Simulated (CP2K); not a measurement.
**Two attempts at GeTe (SMILES [Ge][Te])**

Aim: energy and forces of GeTe at PM6.

The calculation is run with CP2K 2026.2.

3 further runs of the same task are left out: 1 that didn't finish, 2 set aside as unsound or not needed.

## 1. The structure to begin with

GeTe has 2 atoms, charge 0, and is taken as a singlet. SMILES: `[Ge][Te]`. Geometry: the measured bond length.

Bond lengths: Ge1–Te2 2.340 Å.

## 2. Try one

job.inp reads:

```
&GLOBAL
    PROJECT job
    RUN_TYPE ENERGY_FORCE
    PRINT_LEVEL MEDIUM
&END GLOBAL

&FORCE_EVAL
    METHOD QUICKSTEP
    &DFT
        CHARGE 0
        MULTIPLICITY 1
        &QS
            METHOD PM6
            EPS_DEFAULT 1.0E-10
            &SE
                &COULOMB
                    CUTOFF [angstrom] 50
                    RC_RANGE [angstrom] 0
                &END COULOMB
                &EXCHANGE
                    CUTOFF [angstrom] 50
                    RC_RANGE [angstrom] 0
                &END EXCHANGE
            &END SE
        &END QS
        &POISSON
            PERIODIC NONE
            POISSON_SOLVER ANALYTIC
        &END POISSON
        &SCF
            SCF_GUESS ATOMIC
            EPS_SCF 1.0E-06
            MAX_SCF 50
            &OT ON
                MINIMIZER DIIS
                PRECONDITIONER FULL_ALL
            &END OT
            &OUTER_SCF
                EPS_SCF 1.0E-06
                MAX_SCF 5
            &END OUTER_SCF
        &END SCF
        &PRINT
            &MOMENTS
                PERIODIC F
                REFERENCE COM
                MAX_MOMENT 1
            &END MOMENTS
            &MO_CUBES
                NLUMO 3
                NHOMO -1
                WRITE_CUBE F
            &END MO_CUBES
            &HIRSHFELD OFF
            &END HIRSHFELD
        &END PRINT
    &END DFT
    &SUBSYS
        &CELL
            ABC [Ang] 10 10 12.3
            PERIODIC NONE
        &END CELL
        &COORD
            UNIT bohr
            Ge     0.0000000     0.0000000     0.0000000
            Te     0.0000000     0.0000000     4.4222709
        &END COORD
        &TOPOLOGY
            &CENTER_COORDINATES
            &END CENTER_COORDINATES
        &END TOPOLOGY
    &END SUBSYS
    &PRINT
        &FORCES ON
        &END FORCES
    &END PRINT
&END FORCE_EVAL
```

On the command line:

```console
OMP_NUM_THREADS=1 cp2k.psmp -i job.inp -o job.out
```

The program printed:

```text
*******************************************************************************
 *   ___                                                                       *
 *  /   \                                                                      *
 * [ABORT]                                                                     *
 *  \___/                            Unknown unit: Ang                         *
 *    |                                                                        *
 *  O/|                                                                        *
 * /| |                                                                        *
 * / \                                                   common/cp_units.F:384 *
 *******************************************************************************

 ===== Routine Calling Stack =====

            6 val_create_parsing
            5 section_vals_parse
            4 section_vals_parse
            3 section_vals_parse
            2 section_vals_parse
            1 read_input
```

Run time: 0.74 s. Hardware: 1 thread of AMD EPYC 9R45 (Zen 5), shared host; peak memory 0.17 GiB.

## 3. Diagnosis

The input was rejected.

The log says `\___/                            Unknown unit: Ang`. What is wrong: the input holds a word that the program doesn't know.

## 4. Try two

gas.inp reads:

```
&GLOBAL
  PROJECT_NAME gas
  RUN_TYPE ENERGY_FORCE
  PRINT_LEVEL MEDIUM
&END GLOBAL

&FORCE_EVAL
  METHOD QS
  &DFT
    &QS
      METHOD PM6
      EPS_DEFAULT 1.0E-10
      &SE
        &COULOMB
          CUTOFF [angstrom] 50
          RC_RANGE [angstrom] 0
        &END COULOMB
        &EXCHANGE
          CUTOFF [angstrom] 50
          RC_RANGE [angstrom] 0
        &END EXCHANGE
      &END SE
    &END QS
    &POISSON
      PERIODIC NONE
      POISSON_SOLVER ANALYTIC
    &END POISSON
    &SCF
      SCF_GUESS ATOMIC
      EPS_SCF 1.0E-06
      MAX_SCF 50
      &OT
        MINIMIZER DIIS
        PRECONDITIONER FULL_ALL
      &END OT
      &OUTER_SCF
        EPS_SCF 1.0E-06
        MAX_SCF 5
      &END OUTER_SCF
    &END SCF
    &PRINT
      &MOMENTS
        PERIODIC F
        REFERENCE COM
        MAX_MOMENT 1
      &END MOMENTS
      &MO_CUBES
        NLUMO 3
        NHOMO -1
        WRITE_CUBE F
      &END MO_CUBES
      &HIRSHFELD OFF
      &END HIRSHFELD
    &END PRINT
  &END DFT
  &SUBSYS
    &CELL
      ABC 10 10 12.3
      PERIODIC NONE
    &END CELL
    &COORD
      UNIT bohr
      Ge     0.0000000     0.0000000     0.0000000
      Te     0.0000000     0.0000000     4.4222709
    &END COORD
    &TOPOLOGY
      &CENTER_COORDINATES
      &END CENTER_COORDINATES
    &END TOPOLOGY
  &END SUBSYS
  &PRINT
    &FORCES ON
    &END FORCES
  &END PRINT
&END FORCE_EVAL
```

On the command line:

```console
OMP_NUM_THREADS=1 cp2k.psmp -i gas.inp -o gas.out
```

The program printed:

```text
CP2K| version string:                                       CP2K version 2026.2
[...]
 GLOBAL| Method name                                                        CP2K
[...]
 GLOBAL| Run type                                                   ENERGY_FORCE
[...]
                             - Atoms:                                          2
[...]
                             - Spherical basis functions:                      8
[...]
 Number of electrons:                                                         10
[...]
     1 OT DIIS     0.15E+00    0.0     0.26327820       -13.4285074008 -1.34E+01
[...]
    21 OT DIIS     0.15E+00    0.0     0.00000049       -14.0739533310 -5.48E-11
  *** SCF run converged in    21 steps ***
  Core-core repulsion energy [eV]:                            118.57088836531506
  Core Hamiltonian energy [eV]:                              -563.30204460720893
  Two-electron integral energy [eV]:                          123.51881954474075
  Electronic energy [eV]:                                    -501.54263483483857
  Total energy [eV]:                                         -382.97174646952351
  Atomic reference energy [eV]:                               383.22173275970027
  Heat of formation [kcal/mol]:                                 5.76482125868598
[...]
 SE_DIPOLE| Moment [Debye]         -0.00000207       0.00000108       1.15570740
 SE_DIPOLE| Derivative [a.u.]       0.00000000       0.00000000       0.00000000
 *** WARNING in qs_scf_post_se.F:140 :: Printing of MO cube files not ***
 *** implemented for Semi-Empirical method.                           ***
 ENERGY| Total FORCE_EVAL ( QS ) energy [hartree]            -14.073953331017403
 FORCES| Atomic forces [hartree/bohr]
 FORCES|   Atom     x               y               z               |f|
 FORCES|      1 -5.05299285E-08  1.35006435E-07  1.69986933E-03   1.69986933E-03
 FORCES|      2  5.05299285E-08 -1.35006435E-07 -1.69986933E-03   1.69986933E-03
 FORCES| Sum     0.00000000E+00  0.00000000E+00  0.00000000E+00
 FORCES| Total atomic force                                       0.00000000E+00
[...]
```

Wall time 0.92 s (1 thread of AMD EPYC 9R45 (Zen 5), shared host); peak memory 0.19 GiB.

## 5. Outcome

At PM6:

```
                quantity         value
            total energy  -14.07395 Eh
           dipole moment        1.16 D
       heat of formation  5.8 kcal/mol
largest force on an atom    0.087 eV/Å
```
